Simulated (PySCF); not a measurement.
# HgBr with other numerical set-ups

The method stays; parts of the set-up, such as the basis or the Hamiltonian, are changed.

Program: PySCF 2.14.0. Level of theory: each script names its method and basis. These are calculated values, not measurements.

4 further runs of the same task are left out: 1 for a known fault of the program, 3 that didn't finish.

## (1) The starting structure

HgBr: 2 atoms, charge 0, spin multiplicity 2.

Bond lengths: Hg1–Br2 2.432 Å.

## (2) The run that the others are compared with

The input, input.py:

```python
from pyscf import gto, scf, mp

mol = gto.M(
    atom='Hg 0 0 0; Br 0 0 2.432',
    basis='crenbl',
    ecp={'Hg': 'crenbl', 'Br': 'crenbl'},
    charge=0,
    spin=1,
    symmetry=True,
    verbose=4,
)
mf = scf.UHF(mol)
mf.kernel()
mp.MP2(mf).kernel()
mf.dip_moment()
print('orbital energies (hartree):', [e[max(0, n-3):n+3].round(4) for e, n in zip(mf.mo_energy, mol.nelec)])
```

Run with:

```console
OMP_NUM_THREADS=1 python input.py
```

Its log is not repeated here.

It gives: E(SCF) = -305.778176 Eh, 12 cycles, E(MP2) − E(SCF) = -0.48325 Eh, ⟨S²⟩ = 0.767, μ = 3.62 D (of the SCF density).

The bond length is a typed value, not an optimised one.

## (3) Def2-svp

Variant 1 changes basis set: crenbl → def2-svp. The core potential changes with it: totals don't compare.

The input, input.py:

```python
from pyscf import gto, scf, mp

mol = gto.M(
    atom='Hg 0 0 0; Br 0 0 2.432',
    basis='def2-svp',
    ecp={'Hg': 'def2-svp'},
    charge=0,
    spin=1,
    symmetry=True,
    verbose=4,
)
mf = scf.UHF(mol)
mf.kernel()
mp.MP2(mf).kernel()
mf.dip_moment()
print('orbital energies (hartree):', [e[max(0, n-3):n+3].round(4) for e, n in zip(mf.mo_energy, mol.nelec)])
```

Run with:

```console
OMP_NUM_THREADS=1 python input.py
```

## (4) Def2-svpd

Variant 2 changes basis set: crenbl → def2-svpd. The core potential changes with it: totals don't compare.

Changes to input.py since step 2:

```diff
@@ -4,4 +4,4 @@
     atom='Hg 0 0 0; Br 0 0 2.432',
-    basis='crenbl',
-    ecp={'Hg': 'crenbl', 'Br': 'crenbl'},
+    basis='def2-svpd',
+    ecp={'Hg': 'def2-svpd'},
     charge=0,
```

## (5) Core potential off

Variant 3 changes core potential: on → off. The core potential changes with it: totals don't compare.

Changes to input.py since step 2:

```diff
@@ -5,3 +5,2 @@
     basis='crenbl',
-    ecp={'Hg': 'crenbl', 'Br': 'crenbl'},
     charge=0,
```

Before running it: what results should come out? Wanted: for each run, E(SCF); from base; gap, α spin; SCF dipole; after the SCF.

**Answer**, as computed:

| run | E(SCF) (hartree) | from base (eV) | cycles | gap, α spin (eV) | SCF dipole (D) | functions | after the SCF |
| --- | --- | --- | --- | --- | --- | --- | --- |
| base | -305.778176 | 0 | 12 | 12.54 | 3.62 | 72 | MP2 correlation -13.150 eV |
| def2-svp | -2724.640711 | not comparable | 13 | 10.45 | 3.08 | 64 | MP2 correlation -16.757 eV |
| def2-svpd | -2724.648017 | not comparable | 13 | 10.59 | 3.27 | 76 | MP2 correlation -17.160 eV |
| core potential off (poor choice) | -4514.251647 | not comparable | 16 | 10.42 | 7.89 | 72 | MP2 correlation -4.482 eV |

In words: Rows marked «poor choice» come from settings spoiled on purpose.
